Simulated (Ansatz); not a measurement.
Here is an Ansatz input file for RuI2N6, space group Fm-3m. Write the same calculation for the Python package.

```yaml
crystal:
  lattice:
    - [0.0, 3.875241, 3.875241]
    - [3.875241, 0.0, 3.875241]
    - [3.875241, 3.875241, 0.0]
  atoms:
    - { symbol: Ru, position: [0.0, 0.0, 0.0] }
    - { symbol: I, position: [0.75, 0.75, 0.75] }
    - { symbol: I, position: [0.25, 0.25, 0.25] }
    - { symbol: "N", position: [0.747692, 0.747692, 0.252308] }
    - { symbol: "N", position: [0.252308, 0.747692, 0.252308] }
    - { symbol: "N", position: [0.747692, 0.252308, 0.252308] }
    - { symbol: "N", position: [0.252308, 0.252308, 0.747692] }
    - { symbol: "N", position: [0.747692, 0.252308, 0.747692] }
    - { symbol: "N", position: [0.252308, 0.747692, 0.747692] }
kpoints:
  mp_grid: { grid: [5, 5, 5] }
hamiltonian:
  xc: pbe
  pseudopotentials: { kind: paw }
scf:
  occupations: { method: fermi_dirac, width: 0.15 }
output:
  write_density: true
  write_potential: true
  volumetric_format: npy
  elf: true
  stress: true
```

On the command line:
```console
$ ansatz run input.yaml --threads 1 --pin off --max-ram 3072MiB --backend cpu --events-out ev --progress --plain --runs-dir out
band count auto-derived: 50 (N_el = 80.0; filled up to band 40; 49 by the electrons, moments and atoms)
Engine: ansatz 0.2.0, x86_64-unknown-linux-gnu
Pseudopotentials: kind: paw
Pseudopotential: Ru, paw, valence charge 16, recommended cutoff 420 eV (normal), Ru.paw.azcp
Pseudopotential: I, paw, valence charge 17, recommended cutoff 420 eV (normal), I.paw.azcp
Pseudopotential: N, paw, valence charge 5, recommended cutoff 420 eV (normal), N.paw.azcp
Functional definition: PBE
  parameter kappa = 0.804
  parameter beta = 0.06672455060314922
  exchange = pbe_x(kappa = kappa, mu = beta*pi^2/3)
  correlation = pbe_c(beta = beta)
Crystal: 9 atoms, lattice volume = 116.393 Å³
Basis set: ecut = 420 eV, 2229 PW (Γ)
Bands: 50, of which v1, the nominal top of the filled ones, is band 40 counted from 1 (39 counted from 0)
Symmetry: 48 space group operations
Space group: Fm-3m (ITA 225), of the structure as read, at distance tolerance 4.9e-5 Å
k-points: 10 of 125
Non-local potential: Ru, projectors of the file, l = 0: 3, l = 1: 2, l = 2: 2, l = 3: 1
Non-local potential: I, projectors of the file, l = 0: 2, l = 1: 2, l = 2: 2, l = 3: 2
Non-local potential: N, projectors of the file, l = 0: 2, l = 1: 2, l = 2: 1
PAW form: soft (Blöchl's): semilocal exchange-correlation on the pseudo side does not see the compensation charge
PAW one-centre angular grid: Ru, 590 points (default); XC on 64 Gauss nodes
PAW one-centre angular grid: I, 590 points (default); XC on 64 Gauss nodes
PAW one-centre angular grid: N, 110 points (default); XC on 64 Gauss nodes
Initial density: superposition of atomic densities (neutral atoms: chi_scale 0, normalization atom), corrected by the library's trained network
Initial wavefunctions: pseudopotential atomic-orbital guess
Functional: x = pbe(κ = 0.804, μ = 0.2195149727645171), c = pbe(β = 0.06672455060314922)
SCF iter   1: F=—  HF=-23186.099783 eV  |F-HF|=—  |Δ(HF+E_count)|=         —  Δρ=2.67e-2  dr2=1.32e0  ethr=1.77e-3  ⟨swp⟩=9.4  Hψ=2047  notcnv=0
preconditioner: auto → Kerker (q_TF=auto, 2.563 Å⁻¹)  [metal: Δε(μ)=0.043 eV  Ē_g=7.953 eV  σ=0.150 eV  W_gap=0.07  n_scr=26 (ndim 8)  ℏωp=24.8 eV  f_vac=0.002  D(μ)=10.32/eV (n_scr^D=136)]
SCF iter   2: F=—  HF=-23185.974407 eV  |F-HF|=—  |Δ(HF+E_count)|=   1.25e-1  Δρ=1.28e-2  dr2=3.68e-1  ethr=1.65e-3  ⟨swp⟩=1.0  Hψ=580  notcnv=0
SCF iter   3: F=—  HF=-23185.920486 eV  |F-HF|=—  |Δ(HF+E_count)|=   5.39e-2  Δρ=2.07e-3  dr2=1.03e-2  ethr=4.61e-4  ⟨swp⟩=1.8  Hψ=508  notcnv=0
SCF iter   4: F=—  HF=-23185.919127 eV  |F-HF|=—  |Δ(HF+E_count)|=   1.36e-3  Δρ=5.11e-4  dr2=6.91e-4  ethr=1.29e-5  ⟨swp⟩=2.3  Hψ=731  notcnv=0
SCF iter   5: F=—  HF=-23185.919140 eV  |F-HF|=—  |Δ(HF+E_count)|=   1.31e-5  Δρ=2.39e-4  dr2=8.64e-5  ethr=8.64e-7  ⟨swp⟩=2.0  Hψ=647  notcnv=0
SCF iter   6: F=—  HF=-23185.919170 eV  |F-HF|=—  |Δ(HF+E_count)|=   3.07e-5  Δρ=7.74e-5  dr2=1.31e-5  ethr=1.08e-7  ⟨swp⟩=2.0  Hψ=833  notcnv=0
SCF iter   7: F=—  HF=-23185.919174 eV  |F-HF|=—  |Δ(HF+E_count)|=   3.30e-6  Δρ=1.86e-5  dr2=2.81e-7  ethr=1.64e-8  ⟨swp⟩=2.0  Hψ=669  notcnv=0
SCF iter   8: F=-23185.919174 eV  HF=-23185.919174 eV  |F-HF|=1.84e-8  |Δ(HF+E_count)|=   3.06e-7  Δρ=4.69e-6  dr2=2.14e-8  ethr=1.25e-10  ⟨swp⟩=10.2  Hψ=3597  notcnv=0
SCF 1 converged in 8 iterations: F = -23185.919174 eV  dr2 = 2.14e-8
  greatest PAW one-centre occupation: 0.999 electrons in one spin orbital (limit 2), on the I atom at site 2 (counted from 0), in its partial waves of l = 2
SCF converged after 8 iterations
Free energy (F): -23185.919174 eV
Harris-Foulkes:  -23185.919174 eV  (|F-HF|=1.84e-8)
Internal energy: -23185.174563 eV  (E = F + TS)
E sigma→0 (E₀):  -23185.546869 eV
Entropy (-TS):   -0.744611 eV (-82.735 meV/atom)
Fermi energy:    10.845502 eV
--- Per-component energies (eV) ---
  E_band       = -792.887026
  E_kinetic    = 1624.576623
  E_local      = -5896.572348  (includes V_loc(G=0)·N_el)
  E_nonlocal   = 434.840360
  E_hartree    = 2560.952806
  E_xc         = -794.548800
  E_vxc        = -937.625627  (∫ρ·V_xc dr)
  E_paw        = -13836.842061  (= ΣΔE_a)
  E_vpaw       = -1140.016551  (= ΣTr[D̂ρ^β])
  E_aug_tail   = 0.000545  (compensation charges beyond the density's cutoff)
  E_ewald      = -7277.581688
  E_smearing   = -0.744611  (= −TS)
  E_closure    = -0.000000  (closes the sum)
  Σ components = -23185.919174   (vs F -23185.919174, Δ=0.00e0)
--- Stress (GPa, compression-positive) ---
        0.301884       0.000000       0.000000
       -0.000000       0.301884      -0.000000
       -0.000000       0.000000       0.301884
  P = ⅓ Tr σ = 0.3019 GPa (3.019 kbar)
--- Band table (eV; the first three rows and the last of 10) ---
  k-point 0: bands = ["-62.9516", "-35.6730", "-35.6730", "-35.6696", "-35.6696", "-35.6684", "-35.6684", "-35.6684", "-35.6673", "-35.6673", "-35.6673", "-32.9749", "-32.9749", "-32.9749", "-5.8846", "-2.3184", "-2.3184", "-2.1433", "-1.9937", "-1.9937", "-1.9937", "-0.1028", "3.5221", "3.5221", "3.5221", "5.6861", "5.6861", "5.6861", "6.1807", "7.3267", "7.3267", "9.4938", "9.4938", "9.4938", "9.9275", "9.9275", "9.9275", "10.6702", "10.6702", "10.6702", "11.4459", "11.4459", "11.4459", "13.4567", "13.4567", "13.4567", "14.2990", "14.2990", "14.2990", "17.1013"]
  k-point 1: bands = ["-62.9516", "-35.6726", "-35.6726", "-35.6700", "-35.6700", "-35.6683", "-35.6683", "-35.6683", "-35.6674", "-35.6674", "-35.6674", "-32.9750", "-32.9749", "-32.9749", "-5.6475", "-2.6895", "-2.4592", "-2.4592", "-1.9870", "-1.8852", "-1.8852", "-0.4334", "3.8027", "3.8027", "4.3805", "5.6479", "5.6479", "6.2495", "6.5952", "7.3737", "7.3737", "8.8752", "8.8752", "9.2622", "10.0513", "10.2972", "10.2972", "10.3885", "10.7736", "10.7736", "11.1632", "11.1632", "11.2816", "12.4236", "13.3044", "13.3044", "13.5866", "14.0776", "14.0776", "16.9443"]
  k-point 2: bands = ["-62.9516", "-35.6718", "-35.6718", "-35.6708", "-35.6708", "-35.6681", "-35.6681", "-35.6680", "-35.6677", "-35.6677", "-35.6677", "-32.9751", "-32.9749", "-32.9749", "-4.9733", "-3.8507", "-2.6101", "-2.6101", "-1.7853", "-1.7853", "-1.7132", "-1.0535", "4.3787", "4.3787", "5.7157", "5.7157", "6.0244", "6.7967", "6.7967", "7.2290", "7.8117", "8.5835", "8.9892", "8.9892", "9.5347", "9.8806", "9.8806", "10.3810", "10.5844", "10.8881", "10.9149", "10.9149", "11.0871", "11.0871", "12.5517", "13.1573", "13.1573", "13.7099", "13.7099", "16.7048"]
  k-point 9: bands = ["-62.9516", "-35.6724", "-35.6719", "-35.6707", "-35.6702", "-35.6682", "-35.6680", "-35.6679", "-35.6678", "-35.6677", "-35.6675", "-32.9751", "-32.9750", "-32.9750", "-4.4021", "-3.5310", "-3.2751", "-3.1576", "-2.4350", "-1.9157", "-1.3608", "-0.8524", "5.1205", "5.4098", "5.6192", "5.9566", "6.3469", "6.5283", "7.3524", "7.6903", "7.9229", "8.2216", "8.3160", "8.5970", "9.0995", "9.8624", "9.9429", "10.1821", "10.4194", "10.6752", "10.8106", "11.1273", "11.2431", "11.7117", "12.1113", "12.4845", "12.5691", "12.8932", "13.1484", "16.1636"]
```

`scf_rui2n6.py`
```python
"""SCF run for RuI2N6."""

from pathlib import Path

import ansatz as az
from ase import Atoms
import numpy as np

atoms = Atoms(
    ["Ru", "I", "I", "N", "N", "N", "N", "N", "N"],
    scaled_positions=[
        [0.0, 0.0, 0.0],
        [0.75, 0.75, 0.75],
        [0.25, 0.25, 0.25],
        [0.747692, 0.747692, 0.252308],
        [0.252308, 0.747692, 0.252308],
        [0.747692, 0.252308, 0.252308],
        [0.252308, 0.252308, 0.747692],
        [0.747692, 0.252308, 0.747692],
        [0.252308, 0.747692, 0.747692],
    ],
    cell=[
        [0.0, 3.875241, 3.875241],
        [3.875241, 0.0, 3.875241],
        [3.875241, 3.875241, 0.0],
    ],
    pbc=True,
)
rui2n6 = az.Crystal.from_ase(atoms)

# settings of the run
model = rui2n6.calculation()
model = model.functional(az.Functional.PBE)
model = model.pseudopotentials("paw").kpoints(5)
model = model.occupations("Fermi-Dirac", width=0.15)
model = model.density().potential()
model = model.electron_localization_function()
model = model.output_files(volumetric_format="npy")
model = model.stress()
out = model.run(threads=1, pin="off")
summary = out.report

print(f"free energy      {summary['free_energy_ev']:.5f} eV")
print(f"per atom         {summary['free_energy_ev'] / len(out.lattice.sites):.5f} eV")
print(f"SCF iterations   {summary['n_iterations']}  (converged: {summary['converged']})")

folder = Path(out.write_results("fields"))
for name in sorted(p.name for p in folder.glob("*.npy")):
    field = np.load(folder / name)
    print(f"{name:16s} {str(field.shape):16s} min {field.min():10.4f}  mean {field.mean():10.4f}  max {field.max():10.4f}")

# the stress is positive in compression
print("pressure by term (GPa)")
for term, tensor in summary["stress_terms_gpa"].items():
    print(f"  {term:28s} {np.trace(np.array(tensor)) / 3:12.3f}")
print(f"  {'total':28s} {np.trace(np.array(summary['stress_gpa'])) / 3:12.3f}")

terms = summary["components"]
print({name: round(terms[name], 3) for name in ("e_kinetic", "e_hartree", "e_xc", "e_local", "e_nonlocal")})
```

```console
$ python scf_rui2n6.py
DeckWarning: basis.ecutwfc = 420 eV, auto-derived from the records' recommended cutoffs: set by Ru (normal level)
free energy      -23185.91917 eV
per atom         -2576.21324 eV
SCF iterations   8  (converged: True)
elf.npy          (40, 40, 40)     min     0.0066  mean     0.3662  max     0.9999
rho.npy          (40, 40, 40)     min     0.0244  mean     0.6873  max    18.9650
v_es.npy         (40, 40, 40)     min  -115.4463  mean     6.2772  max    42.9710
v_tot.npy        (40, 40, 40)     min  -142.3862  mean    -5.1748  max    22.1735
pressure by term (GPa)
  kinetic                          1490.847
  hartree                          1175.072
  ewald                           -3339.259
  local_pseudopotential            1178.709
  nonlocal_pseudopotential          -87.043
  augmentation                      -88.284
  nlcc                             -123.813
  hubbard                             0.000
  exx                                 0.000
  electric_field                      0.000
  mag_constraint                      0.000
  xc                               -206.402
  dispersion                          0.000
  external_charges                    0.000
  augmentation_tail                  -0.005
  scf_correction                      0.001
  pulay_correction                    0.476
  total                               0.302
{'e_kinetic': 1624.577, 'e_hartree': 2560.953, 'e_xc': -794.549, 'e_local': -5896.572, 'e_nonlocal': 434.84}
```
(Warnings from the package without file and line.)

Reading the output:
- Absolute energies stand on the zero of these potentials, so only differences at equal settings mean something.
- The run is spin-unpolarised.
- The energy terms are those on the plane-wave grid, with the one-centre PAW part apart; the terms shown are only some of the summands, so they needn't add up to F.
- The mesh is modest for a metal, so energies can be off by several to tens of meV an atom and pressures by half a GPa or more; differences at equal mesh fare better.
- The smearing is wide enough that free energy and stress hold a thermal part of the electrons.
- Pressure is positive in compression.
- Densities and potentials on the grid are those of the valence electrons, and inside the cores they hang on the potentials used.
- The structure comes from a database of computed cells and needn't be a stable or known phase.
- Cost: of the order of 5 core-seconds.

(Lines on the test bed's own set-up are left out of the output.)
